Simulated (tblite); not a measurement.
# Bi31H15: the cost of one run

Computed with tblite 0.8.0 and PySCF 2.14.0 and routines of our own; the level stands in each step. Atoms count from 0.

### 1 The system as given

46 atoms, charge 0, multiplicity 1; geometry from: force field, distance geometry or constructed start.

### 2 Optimising the geometry with GFN2-xTB

The job: settings as JSON, then the geometry in Å.

```
{"job": {"kind": "relax", "xc": "GFN2-xTB", "basis": "xTB"}, "charge": 0, "multiplicity": 1}
Bi    -4.345800     3.438400    -0.858300
Bi    -6.529300     4.698700     0.866400
Bi    -8.696200     3.437900    -0.855700
Bi    -8.702100     0.932700     0.867100
Bi    -6.527100    -0.328800    -0.853300
Bi    -4.354000     0.927800     0.870700
Bi    10.876900    -0.325900    -0.860000
Bi     8.704800     0.931000     0.874800
Bi     6.528800    -0.329700    -0.857100
Bi     6.523300    -2.840300     0.874900
Bi     8.699300    -4.096700    -0.858800
Bi    10.874300    -2.841500     0.873300
Bi     4.347300     3.440900    -0.851700
Bi     2.177600     4.695500     0.870600
Bi    -0.002200     3.445300    -0.856500
Bi    -0.001900     0.928900     0.879600
Bi     2.175800    -0.325700    -0.855800
Bi     4.349600     0.924900     0.872300
Bi   -10.877400    -0.325800    -0.854200
Bi   -10.874000    -2.838600     0.876000
Bi    -8.703700    -4.091700    -0.855200
Bi    -6.527000    -2.838000     0.873100
Bi     8.704800     3.444800    -0.850100
Bi     6.521900     4.691800     0.871800
Bi    -2.174900     4.698700     0.874200
Bi    -2.181500    -0.328500    -0.854200
Bi    -2.174700    -2.837200     0.872600
Bi    -0.000600    -4.094900    -0.855500
Bi     2.176000    -2.839100     0.871300
Bi     4.351800    -4.095100    -0.853300
Bi    -4.347100    -4.094900    -0.857800
H     -6.528000     6.188100    -0.153200
H     -9.993400     4.185600     0.168000
H     12.169900     0.416400     0.173600
H      8.702600    -5.584300     0.166600
H     12.168300    -3.582700    -0.156300
H      2.174600     6.186900    -0.157500
H    -12.166900     0.420200     0.167300
H    -12.166700    -3.588800    -0.153500
H     -8.706200    -5.582700     0.171100
H      9.992300     4.183200     0.173700
H      6.532000     6.181200    -0.149700
H     -2.170500     6.187800    -0.157000
H      0.002600    -5.586600     0.168100
H      4.347000    -5.584400     0.172300
H     -4.352600    -5.584500     0.166500
```

Started as:

```sh
OMP_NUM_THREADS=8 python large_run.py task.json out
```

The driver reads the jobs from task.json and runs them one after another.

**Question.** How long does this first job take on 8 threads of Intel Xeon at 2.70GHz, shared host, and how much memory does it need?

About 9.4 s, with a peak of 0.17 GiB.
